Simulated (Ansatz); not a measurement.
# ClFHIn: up Jacob's ladder to CCSD(T)

Aim: compute ClFHIn with functionals from several rungs and with coupled cluster. The yardstick is the atomisation energy at the CCSD(T) limit.

The runs use Ansatz 0.2.0, Gaussian basis; functionals in def2-TZVPP, the program's frozen cores in correlated methods.

Plan: LDA (SPW92), PBE-D4, revPBE-D4, BLYP-D4, r2SCAN-D4, B97M-V, PBE0-D4, B3LYP-D4, r2SCANh-D4, r2SCAN0-D4, HSE06-D4, BHLYP-D4, CAM-B3LYP-D4, LC-ωPBE, ωB97X-V, ωB97M-V, B2PLYP, PBE-QIDH; CCSD(T)/def2-SVP; CCSD(T)/def2-TZVPP; MP2/def2-QZVPP; extrapolation to the limit; RPA on PBE.

## 1. The geometry

The geometry comes from an earlier relaxation with PBE0-D4 in a triple-zeta def2 set; it is a stationary point. In takes the def2 core potential; no spin-orbit term is included.

SMILES `[F][InH][Cl]`, 4 atoms, charge 0, spin multiplicity 1.

Atoms are counted from 1 here; the program's logs count them from 0.

Bond lengths: F1–In2 1.939 Å, In2–Cl3 2.305 Å, In2–H4 1.688 Å. Angles: F1–In2–Cl3 109.3°, F1–In2–H4 121.8°, Cl3–In2–H4 128.9°.

## 2. LDA

This LDA is Slater exchange with PW92 correlation.

The input, in.yaml:

```yaml
crystal:
  periodic: [false, false, false]
  atoms:
    - {symbol: F, position_ang: [-1.569221, -0.190453, 0.987750]}
    - {symbol: In, position_ang: [-0.021137, 0.130339, -0.135572]}
    - {symbol: Cl, position_ang: [1.671113, -1.313051, 0.468232]}
    - {symbol: H, position_ang: [-0.025255, 1.312765, -1.340710]}
basis:
  gaussian: {orbitals: def2-TZVPP}
hamiltonian: {xc: lda}
output: {orbitals: {seedname: orbitals}}
```

The runs that follow: PBE-D4 (GGA); revPBE-D4 (GGA); BLYP-D4 (GGA); r2SCAN-D4 (meta-GGA); B97M-V (meta-GGA); PBE0-D4 (hybrid); B3LYP-D4 (hybrid); r2SCANh-D4 (hybrid); r2SCAN0-D4 (hybrid); HSE06-D4 (hybrid); BHLYP-D4 (hybrid); CAM-B3LYP-D4 (range-separated); LC-ωPBE-D4 (range-separated); ωB97X-V (range-separated); ωB97M-V (range-separated); B2PLYP (double hybrid); PBE-QIDH (double hybrid); CCSD(T) in def2-SVP; CCSD(T) in def2-TZVPP; MP2 in def2-QZVPP; RPA on PBE orbitals.

**Question.** What will the summary of the whole plan be? Wanted: atomisation energy, CCSD(T)/CBS; farthest beyond LDA; mean size of error, GGA; mean size of error, meta-GGA; mean size of error, hybrid; mean size of error, range-separated; mean size of error, double hybrid; gap, smallest and largest; T1 diagnostic.

**Answer**, as computed:

```
                               quantity                                                 value
        atomisation energy, CCSD(T)/CBS                                        244.2 kcal/mol
functionals within 2.4 kcal/mol (1.0 %)  PBE-D4, r2SCAN-D4, B97M-V, LC-ωPBE, ωB97X-V, ωB97M-V
                    farthest beyond LDA                             BHLYP-D4 (-18.5 kcal/mol)
                mean size of error, GGA                                          7.2 kcal/mol
           mean size of error, meta-GGA                                          1.4 kcal/mol
             mean size of error, hybrid                                         10.0 kcal/mol
    mean size of error, range-separated                                          2.2 kcal/mol
      mean size of error, double hybrid                                          8.4 kcal/mol
              gap, smallest and largest                 4.80 eV (BLYP-D4), 12.00 eV (LC-ωPBE)
                          T1 diagnostic                                                0.0151
triples share of the correlation energy                                                 3.2 %
```

In words: The LDA atomisation energy is off by 36.0 kcal/mol (15 %): it overbinds. PBE-D4 misses by -1.5 kcal/mol. Double hybrids carry the basis error of their MP2 part in triple zeta, and no dispersion term here, so their miss is partly the set-up's. The rungs meta-GGA, range-separated miss on average by less than the doubt on the reference (2.4 kcal/mol), so they tie. The reference freezes the cores and leaves out spin-orbit coupling and excitations past (T), and its outer-core shells are covered unevenly, so misses under about 2.4 kcal/mol can't be ranked. All levels share the lack of spin-orbit coupling, which lowers the free heavy atoms and so the true binding. Hartree-Fock recovers 69 % of the binding; the rest is correlation. CCSD(T) in def2-SVP is off by -24.0 kcal/mol, which most functionals beat. Orbital gaps span 4.8 to 12.0 eV; exact exchange widens them. Correlated methods include outer-core shells of In, which these sets cover unevenly.
